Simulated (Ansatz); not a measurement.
# Si16N: the cost of one run

All numbers below are computed with Ansatz 0.2.0 (DFT PBEsol, plane waves, PAW, scalar-relativistic, collinear spin).

**1. The system as given**

The cell holds 17 atoms (NSi16): a = 7.679 Å, b = 7.679 Å, c = 7.679 Å, α = 60.00°, β = 60.00°, γ = 60.00°.

Its coordinates follow in the input file.

**2. Preparing the start**

The input, input.yaml:

```yaml
crystal:
  lattice:
    - [0.0, 5.43, 5.43]
    - [5.43, 0.0, 5.43]
    - [5.43, 5.43, 0.0]
  atoms:
    - { symbol: Si, position: [0.0, 0.0, 0.0] }
    - { symbol: Si, position: [0.125, 0.125, 0.125] }
    - { symbol: Si, position: [0.0, 0.0, 0.5] }
    - { symbol: Si, position: [0.125, 0.125, 0.625] }
    - { symbol: Si, position: [0.0, 0.5, 0.0] }
    - { symbol: Si, position: [0.125, 0.625, 0.125] }
    - { symbol: Si, position: [0.0, 0.5, 0.5] }
    - { symbol: Si, position: [0.125, 0.625, 0.625] }
    - { symbol: Si, position: [0.5, 0.0, 0.0] }
    - { symbol: Si, position: [0.625, 0.125, 0.125] }
    - { symbol: Si, position: [0.5, 0.0, 0.5] }
    - { symbol: Si, position: [0.625, 0.125, 0.625] }
    - { symbol: Si, position: [0.5, 0.5, 0.0] }
    - { symbol: Si, position: [0.625, 0.625, 0.125] }
    - { symbol: Si, position: [0.5, 0.5, 0.5] }
    - { symbol: Si, position: [0.625, 0.625, 0.625] }
    - { symbol: "N", position: [0.8701123, 0.8765552, 0.8812161], spin: 1.0 }
magnetization:
  spin_polarized: true
basis:
  ecutwfc: 420.0
kpoints:
  mp_grid: { grid: [2, 2, 2] }
hamiltonian:
  xc: pbesol
  pseudopotentials: { kind: paw, azcp: { folder: soft_1 } }
scf:
  occupations: { method: fermi_dirac, width: 0.05 }
  lower_state_search: "off"
relax:
  f_tol: 0.08
  max_steps: 25
  adjacent_minimum: "off"
output:
  write_density: true
  write_potential: true
  elf: true
  volumetric_format: npy
```

On the command line:

```bash
ansatz run input.yaml --threads 1 --pin off --max-ram 3072MiB --backend cpu --events-out ev --progress --plain --runs-dir out
```

What time and memory should one allow on 1 thread of Arm Neoverse V1, shared host?

About 4.5 min, with a peak of 0.69 GiB.
